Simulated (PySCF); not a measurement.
# H2O2Sm (Sm(OH)2): the cost of one run

The runs use PySCF 2.14.0; BP86, Sm lcecp-0-SVP with ECP52, O def2-SVP, H def2-SVP; scalar-relativistic core potentials, no spin–orbit coupling.

5 further runs of the same task are left out: 2 for a known fault of the program, 3 that didn't finish.

## 1. The system as given

5 atoms, charge 0, spin multiplicity 1.

Bond lengths: Sm1–O2 2.184 Å, Sm1–O4 2.184 Å, O2–H3 0.971 Å, O4–H5 0.971 Å. Angles: O2–Sm1–O4 128.1°, Sm1–O2–H3 164.9°, Sm1–O4–H5 164.9°.

Geometry (Å):

```mol
H2O2Sm
  3D, bonds by distance, orders not assigned

  5  4  0  0  0  0  0  0  0  0999 V2000
   -0.8738    0.0713   -0.0052 Sm  0  0
    0.0787    0.1355    1.9593 O   0  0
    0.7146    0.1365    2.6934 H   0  0
    0.0787   -0.1484   -1.9584 O   0  0
    0.7146   -0.2532   -2.6849 H   0  0
  1  2  8  0
  1  4  8  0
  2  3  8  0
  4  5  8  0
M  END
```

Formal oxidation states: Sm +2. Each metal's 6 4f electrons lie in its core potential, so multiplicities, spins and levels count the valence alone. An earlier session relaxed this geometry at BP86, Sm lcecp-0-SVP with ECP52, O def2-SVP, H def2-SVP (singlet, point group C2v).

Its energy there is -180.526433 Eh.

## 2. Atoms moved at random, σ = 0.03 Å

Input file run.py (the lines that set the calculation):

```python
mol = gto.M(atom='''
Sm    -0.88278     0.06244     0.01128
O      0.06489     0.12502     1.94275
H      0.73789     0.19639     2.73151
O      0.08384    -0.17247    -1.97476
H      0.70885    -0.26956    -2.70657''',
    basis={'Sm': 'lcecp-0-SVP', 'O': 'def2-SVP', 'H': 'def2-SVP'},
    ecp={'Sm': 'lcecp-0-SVP'},
    charge=0, spin=0)
mf = dft.RKS(mol, xc='B88,P86')
mf.grids.atom_grid = (50, 194)  # f atoms: unpruned, at least (60, 302)
mf = mf.density_fit()  # fitting sets: Sm AutoAux, O def2-universal-JKFIT, H def2-universal-JKFIT
mf.conv_tol = 1e-08; mf.max_cycle = 55
mf.kernel(dm0)  # dm0: the density of the relaxed state
```

Run with:

```
> OMP_NUM_THREADS=2 python run.py
```

**Question.** How long does this run take on 2 threads of Arm Neoverse V2, shared host?

About 1.8 s.
